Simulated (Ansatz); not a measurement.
# H₇NOSi₂Zn: one species, many methods

How much do the methods differ for H₇NOSi₂Zn? The plan is to run it at one geometry with functionals of several rungs and with coupled cluster. The yardstick is the atomisation energy at the CCSD(T) limit.

Computed with Ansatz 0.2.0, Gaussian basis. Level: functionals in def2-TZVPP, the program's frozen cores in correlated methods.

Plan: LDA (SPW92), PBE-D4, revPBE-D4, BLYP-D4, r2SCAN-D4, B97M-V, PBE0-D4, B3LYP-D4, r2SCANh-D4, r2SCAN0-D4, HSE06-D4, BHLYP-D4, CAM-B3LYP-D4, LC-ωPBE, ωB97X-V, ωB97M-V, B2PLYP, PBE-QIDH; CCSD(T)/def2-SVP; CCSD(T)/def2-TZVPP; MP2/def2-QZVPP; extrapolation to the limit; RPA on PBE.

## (1) Structure used throughout

All runs share one geometry, relaxed beforehand with PBE0-D4 in a triple-zeta def2 set.

12 atoms, charge 0, spin multiplicity 1.

Atoms are counted from 1 here; the program's logs count them from 0.

Bond lengths: O1–Zn2 1.766 Å, O1–H6 0.959 Å, Zn2–N3 1.822 Å, N3–Si4 1.724 Å, N3–Si5 1.724 Å, Si4–H7 1.491 Å, Si4–H8 1.490 Å, Si4–H9 1.491 Å, Si5–H10 1.491 Å, Si5–H11 1.490 Å, Si5–H12 1.490 Å. Angles: Zn2–O1–H6 115.4°, O1–Zn2–N3 176.1°, Zn2–N3–Si4 118.3°, Zn2–N3–Si5 118.3°, Si4–N3–Si5 123.4°, N3–Si4–H7 111.9°, N3–Si4–H8 112.0°, N3–Si4–H9 108.6°, H7–Si4–H8 107.5°, H7–Si4–H9 108.4°, H8–Si4–H9 108.4°, N3–Si5–H10 108.6°, N3–Si5–H11 111.9°, N3–Si5–H12 112.0°, H10–Si5–H11 108.4°, H10–Si5–H12 108.4°, H11–Si5–H12 107.5°.

## (2) LDA

This LDA is Slater exchange with PW92 correlation.

Contents of in.yaml:

```yaml
crystal:
  periodic: [false, false, false]
  atoms:
    - {symbol: O, position_ang: [0.104152, 3.377118, 0.746336]}
    - {symbol: Zn, position_ang: [0.036450, 1.657946, 0.347134]}
    - {symbol: N, position_ang: [0.046851, -0.135649, 0.026357]}
    - {symbol: Si, position_ang: [-1.109642, -1.118376, 0.844087]}
    - {symbol: Si, position_ang: [1.195860, -0.757838, -1.098197]}
    - {symbol: H, position_ang: [-0.443277, 3.947448, 0.204034]}
    - {symbol: H, position_ang: [-1.999563, -1.838532, -0.110397]}
    - {symbol: H, position_ang: [-0.460076, -2.142331, 1.710067]}
    - {symbol: H, position_ang: [-1.954334, -0.241225, 1.704485]}
    - {symbol: H, position_ang: [2.003022, 0.377651, -1.629581]}
    - {symbol: H, position_ang: [0.534821, -1.443159, -2.244890]}
    - {symbol: H, position_ang: [2.122636, -1.738154, -0.465436]}
basis:
  gaussian: {orbitals: def2-TZVPP}
hamiltonian: {xc: lda}
output: {orbitals: {seedname: orbitals}}
```

Started as:

```console
> ansatz run in.yaml --threads 4 --pin off --events-out ev --progress --plain --max-ram 11315MiB
```

The runs that follow: PBE-D4 (GGA); revPBE-D4 (GGA); BLYP-D4 (GGA); r2SCAN-D4 (meta-GGA); B97M-V (meta-GGA); PBE0-D4 (hybrid); B3LYP-D4 (hybrid); r2SCANh-D4 (hybrid); r2SCAN0-D4 (hybrid); HSE06-D4 (hybrid); BHLYP-D4 (hybrid); CAM-B3LYP-D4 (range-separated); LC-ωPBE (range-separated); ωB97X-V (range-separated); ωB97M-V (range-separated); B2PLYP (double hybrid); PBE-QIDH (double hybrid); CCSD(T) in def2-SVP; CCSD(T) in def2-TZVPP; MP2 in def2-QZVPP; RPA on PBE orbitals.

**Question.** What will the summary of the whole plan be? Wanted: atomisation energy, CCSD(T)/CBS; farthest beyond LDA; mean size of error, GGA; mean size of error, meta-GGA; mean size of error, hybrid; mean size of error, range-separated; mean size of error, double hybrid; gap, smallest and largest; T1 diagnostic.

The runs gave:

| quantity | value |
| --- | --- |
| atomisation energy, CCSD(T)/CBS | 874.4 kcal/mol |
| functionals within 4.4 kcal/mol (0.5 %) | CAM-B3LYP-D4, ωB97X-V, ωB97M-V |
| farthest beyond LDA | BHLYP-D4 (-28.0 kcal/mol) |
| mean size of error, GGA | 16.7 kcal/mol |
| mean size of error, meta-GGA | 6.3 kcal/mol |
| mean size of error, hybrid | 17.5 kcal/mol |
| mean size of error, range-separated | 4.1 kcal/mol |
| mean size of error, double hybrid | 17.0 kcal/mol |
| gap, smallest and largest | 4.03 eV (LDA (SPW92)), 11.19 eV (LC-ωPBE) |
| T1 diagnostic | 0.0155 |
| triples share of the correlation energy | 3.4 % |

**Reading.** LDA overbinds by 105.4 kcal/mol (12 %). PBE-D4 misses by -8.4 kcal/mol. Double hybrids carry the basis error of their MP2 part in triple zeta, and no dispersion term here, so their miss is partly the set-up's. By mean error the best rung here is range-separated (4.1 kcal/mol) and the worst beyond LDA is hybrid (17.5 kcal/mol). double hybrid functionals lie within the reference's doubt of that worst mean (17.0 kcal/mol), so those two tie. The mean of the hybrids holds BHLYP, with half exact exchange. The reference freezes the cores and leaves out relativity and excitations past (T), so misses under about 4.4 kcal/mol can't be ranked. Hartree-Fock recovers 71 % of the binding; the rest is correlation. CCSD(T) in def2-SVP is off by -74.6 kcal/mol, so the small basis spoils what the method gains. Orbital gaps span 4.0 to 11.2 eV; exact exchange widens them. For Zn the d shell is correlated and the shells below it are frozen.
